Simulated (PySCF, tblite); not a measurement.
# C5H10SSi: geometry, infrared bands and NMR shifts

What infrared bands and NMR shifts should C5H10SSi (`CC(=S)C1C[SiH2]C1`) show?

Computed with tblite 0.8.0 and PySCF 2.14.0, with density-fitted response routines of our own, on a single molecule in the gas phase. Atoms are numbered from 0 throughout.

### 1 The starting structure

17 atoms, charge 0, multiplicity 1; geometry from: force field or distance geometry start.

Bonds of the start (Å): C0–C1 1.50, C1–S2 1.45, C1–C3 1.48, C3–C4 1.51, C4–Si5 1.85, Si5–C6 1.84, C6–C3 1.51, C0–H7 1.11, C0–H8 1.11, C0–H9 1.11, C3–H10 1.10, C4–H11 1.12, C4–H12 1.10, Si5–H13 1.47, Si5–H14 1.45, C6–H15 1.12, C6–H16 1.10.

### 2 Geometry optimisation with GFN2-xTB

Job settings and geometry (Å):

```
{"job": {"kind": "relax", "xc": "GFN2-xTB", "basis": "xTB"}, "charge": 0, "multiplicity": 1}
C     -2.474200    -0.471000     0.312700
C     -1.209000    -0.501800    -0.493300
S     -1.053900    -1.413600    -1.609800
C     -0.078300     0.383000    -0.134100
C      1.073700     0.133300    -1.074900
Si     2.208300     0.813400     0.212800
C      0.816900    -0.114000     0.978300
H     -3.106200    -1.330400    -0.010800
H     -2.264100    -0.601500     1.393500
H     -3.045300     0.461800     0.125200
H     -0.299000     1.458800    -0.070800
H      1.270700    -0.963500    -1.202300
H      1.019600     0.672000    -2.033700
H      3.536000     0.185200     0.318100
H      2.169600     2.265700     0.289300
H      0.557400     0.248800     2.006400
H      0.870900    -1.214300     0.983600
```

Launch:

```bash
$ OMP_NUM_THREADS=1 python probes_run.py task.json out
```

This one command runs all jobs of the session in turn.

**Question.** This job is followed by: GFN2-xTB harmonic vibrations, gas phase; GIAO PBE0/pcSseg-1 NMR shielding, non-relativistic, gas phase. Predict these results of the whole session: strongest single infrared mode (GFN2-xTB); zero-point energy (GFN2-xTB); 13C shifts against TMS (PBE0/pcSseg-1, means over atoms taken as alike); 1H shifts against TMS (PBE0/pcSseg-1, means over atoms taken as alike); 33S shifts against CS2 (PBE0/pcSseg-1); 29Si shifts against TMS (PBE0/pcSseg-1); surface potential, 1st and 99th percentile.

The runs gave:

| quantity | value |
| --- | --- |
| strongest single infrared mode (GFN2-xTB) | 2265 cm⁻¹, 372 km/mol |
| zero-point energy (GFN2-xTB) | 82.5 kcal/mol |
| 13C shifts against TMS (PBE0/pcSseg-1, means over atoms taken as alike) | 278.6, 51.1, 42.1, 19.7 ppm |
| 1H shifts against TMS (PBE0/pcSseg-1, means over atoms taken as alike) | 4.69, 4.56, 3.93, 3.07, 2.33, 1.61 ppm |
| 33S shifts against CS2 (PBE0/pcSseg-1) | 873 ppm |
| 29Si shifts against TMS (PBE0/pcSseg-1) | -47.8 ppm |
| surface potential, 1st and 99th percentile | -1.10 V and 1.05 V |

**Reading.** The optimisation took 105 steps and gained 1.981 eV; among the close pairs (by a distance rule), C1–S2 changed most, from 1.450 to 1.626 Å. All 45 modes are real, so the xTB geometry is a minimum. The strongest single mode, at 2265 cm⁻¹, moves mainly H14. GFN2-xTB is a fitted tight-binding method: band positions and strengths are rough. Its intensities can rank the bands wrongly. The most deshielded carbon is C1 (thiocarbonyl carbon), at 278.6 ppm: low-lying n→π* states of the double bond to the heteroatom give a large paramagnetic term (-351 ppm). At PBE0/pcSseg-1: The largest span, 2187 ppm, is at S2, where the paramagnetic term is -1428 ppm. At PBE0/pcSseg-1, counted by nearest atom on the grid, the HOMO lies on S2 77 %, the LUMO on C1 41 %; S2 38 %.
